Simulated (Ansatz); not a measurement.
# C2H6MoOS: how energies converge with the basis set

How large a basis does C2H6MoOS need? Two functionals are run in growing sets.

Method: one geometry, several basis sets; program: Ansatz 0.2.0, Gaussian basis.

Plan: PBE0-D4/def2-SVP; ωB97M-V/def2-SVP; PBE0-D4/def2-QZVPP; ωB97M-V/def2-QZVPP; the functionals' def2-TZVPP values are taken from earlier runs.

### Step 1. The relaxed structure

An earlier PBE0-D4 in a triple-zeta def2 set relaxation fixed the geometry. Mo takes the def2 core potential; no spin-orbit term is included.

11 atoms, charge 0, spin multiplicity 1.

Atoms are counted from 1 here; the program's logs count them from 0.

Bond lengths: C1–Mo2 2.088 Å, C1–H6 1.096 Å, C1–H7 1.095 Å, C1–H8 1.091 Å, Mo2–C3 2.088 Å, Mo2–O4 1.667 Å, Mo2–S5 2.106 Å, C3–H9 1.091 Å, C3–H10 1.096 Å, C3–H11 1.095 Å. Angles: Mo2–C1–H6 107.3°, Mo2–C1–H7 108.5°, Mo2–C1–H8 112.8°, H6–C1–H7 110.2°, H6–C1–H8 109.0°, H7–C1–H8 109.0°, C1–Mo2–C3 113.6°, C1–Mo2–O4 107.9°, C1–Mo2–S5 108.3°, C3–Mo2–O4 107.9°, C3–Mo2–S5 108.3°, O4–Mo2–S5 110.8°, Mo2–C3–H9 112.8°, Mo2–C3–H10 107.3°, Mo2–C3–H11 108.5°, H9–C3–H10 109.0°, H9–C3–H11 109.0°, H10–C3–H11 110.2°.

As a file:

```xyz
11

C    -1.7022    0.4532    0.2816
Mo    0.1188    0.2119   -0.7117
C     1.5701   -0.7650    0.4288
O    -0.1593   -0.7006   -2.0787
S     0.8517    2.1191   -1.2208
H    -2.0688   -0.5474    0.5397
H    -1.5277    1.0378    1.1904
H    -2.4528    0.9598   -0.3275
H     2.5135   -0.8916   -0.1051
H     1.1716   -1.7532    0.6872
H     1.7505   -0.1809    1.3367
```

### Step 2. PBE0-D4 in def2-SVP

in.yaml reads:

```yaml
crystal:
  periodic: [false, false, false]
  atoms:
    - {symbol: C, position_ang: [-1.702222, 0.453181, 0.281585]}
    - {symbol: Mo, position_ang: [0.118841, 0.211894, -0.711674]}
    - {symbol: C, position_ang: [1.570077, -0.765015, 0.428756]}
    - {symbol: O, position_ang: [-0.159316, -0.700629, -2.078749]}
    - {symbol: S, position_ang: [0.851680, 2.119084, -1.220793]}
    - {symbol: H, position_ang: [-2.068836, -0.547399, 0.539692]}
    - {symbol: H, position_ang: [-1.527668, 1.037828, 1.190387]}
    - {symbol: H, position_ang: [-2.452845, 0.959846, -0.327482]}
    - {symbol: H, position_ang: [2.513515, -0.891605, -0.105106]}
    - {symbol: H, position_ang: [1.171554, -1.753248, 0.687244]}
    - {symbol: H, position_ang: [1.750521, -0.180939, 1.336738]}
basis:
  gaussian: {orbitals: def2-SVP}
hamiltonian: {xc: pbe0, dispersion: d4}
output: {orbitals: {seedname: orbitals}}
```

The run is started by

```bash
ansatz run in.yaml --threads 4 --pin off --events-out ev --progress --plain --max-ram 11315MiB
```

After this run come: ωB97M-V in def2-SVP; PBE0-D4 in def2-QZVPP; ωB97M-V in def2-QZVPP.

Before running them: what should the planned runs give, taken together? Wanted: PBE0-D4: double and triple zeta above quadruple; ωB97M-V: double and triple zeta above quadruple.

The runs gave:

| quantity | value |
| --- | --- |
| PBE0-D4: double and triple zeta above quadruple | 10.05, 0.67 eV |
| ωB97M-V: double and triple zeta above quadruple | 10.23, 0.65 eV |

In words: PBE0-D4 gains 9.38 eV from double to triple zeta, then 0.67 eV more. These are total energies; as a rule much of such shifts cancels in differences, which this series doesn't test.
